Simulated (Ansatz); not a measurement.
**H: how the settings move a single-point run**

Aim: see which settings change the result for H, by how much, and at what cost.

Program: Ansatz 0.2.0. Level of theory: reference: DFT, r2SCAN, PAW with Ansatz's default frozen-core files, scalar-relativistic; levels and slopes on a fine mesh, independent-particle optical spectra. These are calculated values, not measurements.

1 further run of the same task is left out (it didn't finish).

## (1) The system as given

Symmetry: I4/mmm, No. 139, tetragonal system. Conventional cell: a = 3.655 Å, b = 3.655 Å, c = 4.681 Å, α = 90.00°, β = 90.00°, γ = 90.00°. H (site symmetry 4mm) has 1 H at 0.74 Å as nearest neighbours.

Structure file:

```
H
1.0
    -1.82734    1.82734    2.34044
     1.82734   -1.82734    2.34044
     1.82734    1.82734   -2.34044
H
2
Cartesian
  0.0000 0.0000 4.3099
  0.0000 0.0000 0.3709
```

## (2) Baseline

Input file input.yaml:

```yaml
crystal:
  lattice:
    - [-1.82734311644, 1.82734311644, 2.3404364281]
    - [1.82734311644, -1.82734311644, 2.3404364281]
    - [1.82734311644, 1.82734311644, -2.3404364281]
  atoms:
    - { symbol: H, position: [0.920756740728, 0.920756740728, 0.0] }
    - { symbol: H, position: [0.079243259272, 0.079243259272, 0.0] }
kpoints:
  mp_grid: { grid: [10, 10, 10] }
scf:
  occupations: { method: fixed }
hamiltonian:
  xc: r2scan
  pseudopotentials: { kind: paw }
output:
  forces: true
  stress: true
  eigenvalues: true
  eigenstates:
    nscf_kmesh: { grid: [16, 16, 16] }
    de_dk: true
    e_range: [-4, 14.29537103145]
  optics:
    e_range: [0, 25]
    de: 0.2
    sigma: 0.2
    bands: { spectra_wanted_up_to: 25 }
    nscf_kmesh: { grid: [16, 16, 16] }
checkpoint:
  write: ck
  write_wavefunctions: false
```

On the command line:

```console
$ ansatz run input.yaml --threads 1 --pin off --max-ram 3072MiB --backend cpu --events-out ev --progress --plain --runs-dir out
```

## (3) Variant: lower_state_search full, dispersion d4, ecutwfc 550 eV

Edit input.yaml of step 2 so:

```diff
@@ -12,2 +12,3 @@
   occupations: { method: fixed }
+  lower_state_search: full
 hamiltonian:
@@ -15,2 +16,3 @@
   pseudopotentials: { kind: paw }
+  dispersion: d4
 output:
@@ -32 +34,3 @@
   write_wavefunctions: false
+basis:
+  ecutwfc: "550 eV"
```

What does the calculation give? Wanted: for each run, ending; energy change; pressure; gap; force.

The runs gave:

```csv
run,ending,energy change,pressure (GPa),gap (eV),force (eV/Å),cycles,time
reference,converged,0,0.0,10.30,0.00,-,37 s
"1: lower_state_search full, dispersion d4, ecutwfc 550 eV",converged,-6.7 meV/atom (offset of the dispersion model),0.0,10.30,0.00,7,80 s
```

Residual by cycle in the longest SCF loop of each run; runs are numbered as in the table. The quantity is the density residual dr2, in eV.

```csv
cycle,reference,run 1
1,3.4e-4,3.5e-4
2,4.9e-5,5.0e-5
3,8.5e-7,8.6e-7
4,2.0e-8,2.0e-8
5,4.9e-10,4.3e-10
6,2.7e-11,2.1e-11
7,9.5e-13,7.7e-13
```

**Reading.** Changing the search for lower states, dispersion term and cutoff moves the energy by -6.7 meV/atom.

The gaps are Kohn-Sham values of a semilocal functional, not quasiparticle or optical gaps. Such gaps usually fall short of the measured ones.
